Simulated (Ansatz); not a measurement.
**Os (diamond type): how the settings move a single-point run**

Question: which choices in the input matter for Os (diamond type)?

Program: Ansatz 0.2.0. Level of theory: reference: DFT, r2SCAN, PAW with Ansatz's default frozen-core files, scalar-relativistic. These are calculated values, not measurements.

3 further runs of the same task are left out: 3 that didn't finish.

## Step 1: The starting structure

The structure is trigonal, space group R-3m (No. 166). The conventional cell has a = 3.696 Å, b = 3.696 Å, c = 9.054 Å, α = 90.00°, β = 90.00°, γ = 120.00°. Around Os (site symmetry 3m) lie 4 Os at 2.13 to 2.31 Å.

Structure file:

```xyz
2
Lattice="0.0000 2.6136 2.6136 2.6136 0.0000 2.6136 2.6136 2.6136 0.0000" Properties=species:S:1:pos:R:3 pbc="T T T"
Os   -0.6142   -0.6926   -0.6926
Os    0.6142    0.6926    0.6926
```

## Step 2: Reference

File input.yaml:

```yaml
crystal:
  lattice:
    - [0.0, 2.6135632448, 2.6135632448]
    - [2.6135632448, 0.0, 2.6135632448]
    - [2.6135632448, 2.6135632448, 0.0]
  atoms:
    - { symbol: Os, position: [-0.1475, -0.1175, -0.1175] }
    - { symbol: Os, position: [0.1475, 0.1175, 0.1175] }
kpoints:
  mp_grid: { grid: [10, 10, 10] }
scf:
  occupations: { method: fermi_dirac, width: 0.05 }
hamiltonian:
  xc: r2scan
  pseudopotentials: { kind: paw }
output:
  forces: true
  stress: true
  eigenvalues: true
  efg: { contact_densities: true }
  populations: true
  write_density: true
  write_potential: true
  elf: true
  volumetric_format: npy
```

Run with:

```console
> ansatz run input.yaml --threads 1 --pin off --max-ram 2048MiB --backend cpu --events-out ev --progress --plain --runs-dir out
```

## Step 3: Variant: chi_scale 0.0

Edit input.yaml of step 2 so:

```diff
@@ -12,2 +12,3 @@
   occupations: { method: fermi_dirac, width: 0.05 }
+  initial_density: { chi_scale: 0.0 }
 hamiltonian:
@@ -21,5 +22 @@
   populations: true
-  write_density: true
-  write_potential: true
-  elf: true
-  volumetric_format: npy
```

What does the calculation give? Wanted: for each run, ending; energy change; pressure; gap; force.

**Answer**, as computed:

| run | ending | energy change | pressure (GPa) | gap (eV) | force (eV/Å) | cycles | time |
| --- | --- | --- | --- | --- | --- | --- | --- |
| reference | converged | 0 | 54.7 | 0.00 | 5.27 | 7 | 14 s |
| 1: chi_scale 0.0 | converged | 0.0 meV/atom | 54.7 | 0.00 | 5.27 | 7 | 14 s |

Times don't compare one to one where runs were asked for different outputs or read a saved state (see the inputs); cycles may leave out searches for a lower state.

Residual by cycle in the longest SCF loop of each run; runs are numbered as in the table. The quantity is the density residual dr2, in eV.

| cycle | reference | run 1 |
| --- | --- | --- |
| 1 | 0.127 | 0.797 |
| 2 | 0.0406 | 0.356 |
| 3 | 0.0015 | 0.00937 |
| 4 | 8.2e-5 | 5.3e-4 |
| 5 | 3.3e-6 | 5.6e-5 |
| 6 | 1.0e-7 | 6.3e-7 |
| 7 | 2.0e-9 | 4.2e-8 |

Energy and cycle count are those of the reference, so the change (start) left the result and the number of cycles as they were. The structure is not at rest: the sound run finds 55 GPa, so these are no properties of the relaxed crystal. 
